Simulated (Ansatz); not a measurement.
# CaGe2Rh2: the cost of one run

Computed with Ansatz 0.2.0 (DFT PBEsol, scalar-relativistic, plane waves, PAW, unless a step's input says otherwise).

### 1 Starting point

Symmetry: I4/mmm, No. 139, tetragonal system. The conventional cell has a = 4.146 Å, b = 4.146 Å, c = 10.411 Å, α = 90.00°, β = 90.00°, γ = 90.00°. Ca (site symmetry 4/mmm) is surrounded by 8 Ge at 3.21 Å and 8 Rh at 3.33 Å. Ge (site symmetry 4mm) has 4 Rh at 2.44 Å and 1 Ge at 2.64 Å as nearest neighbours. Rh (site symmetry -4m2) is surrounded by 4 Ge at 2.44 Å.

Coordinates:

```
CELL_PARAMETERS angstrom
-2.07323 2.07323 5.20570
2.07323 -2.07323 5.20570
2.07323 2.07323 -5.20570
ATOMIC_POSITIONS crystal
Ca 0.00000 0.00000 0.00000
Ge 0.37338 0.37338 0.00000
Ge 0.62662 0.62662 0.00000
Rh 0.25000 0.75000 0.50000
Rh 0.75000 0.25000 0.50000
```

This is candidate A: structure listed in a database for this formula (I4/mmm, No. 139).

(A quick probe on a coarse mesh, which set the mesh and smearing, is not shown.)

### 3 Full relaxation (candidate A)

input.yaml reads:

```yaml
crystal:
  lattice:
    - [-2.07322959, 2.07322959, 5.20569988]
    - [2.07322959, -2.07322959, 5.20569988]
    - [2.07322959, 2.07322959, -5.20569988]
  atoms:
    - { symbol: Ca, position: [0.0, 0.0, 0.0] }
    - { symbol: Ge, position: [0.37338079, 0.37338079, 0.0] }
    - { symbol: Ge, position: [0.62661921, 0.62661921, 0.0] }
    - { symbol: Rh, position: [0.25, 0.75, 0.5] }
    - { symbol: Rh, position: [0.75, 0.25, 0.5] }
basis:
  ecutwfc: 420
kpoints:
  mp_grid: { grid: [12, 12, 12] }
hamiltonian:
  xc: pbesol
scf:
  occupations: { method: gaussian, width: 0.1 }
output:
  forces: true
  stress: true
  eigenvalues: true
relax:
  adjacent_minimum: "off"
  f_tol: 0.01
  max_steps: 80
  cell: { stress_tol: 0.05 }
```

Started as:

```console
> ansatz run input.yaml --threads 1 --pin off --max-ram 2560MiB --backend cpu --events-out ev --progress --plain --runs-dir out
```

What time and memory should one allow on 1 thread of Arm Neoverse V1, shared host?

About 3.7 min, with a peak of 0.69 GiB.
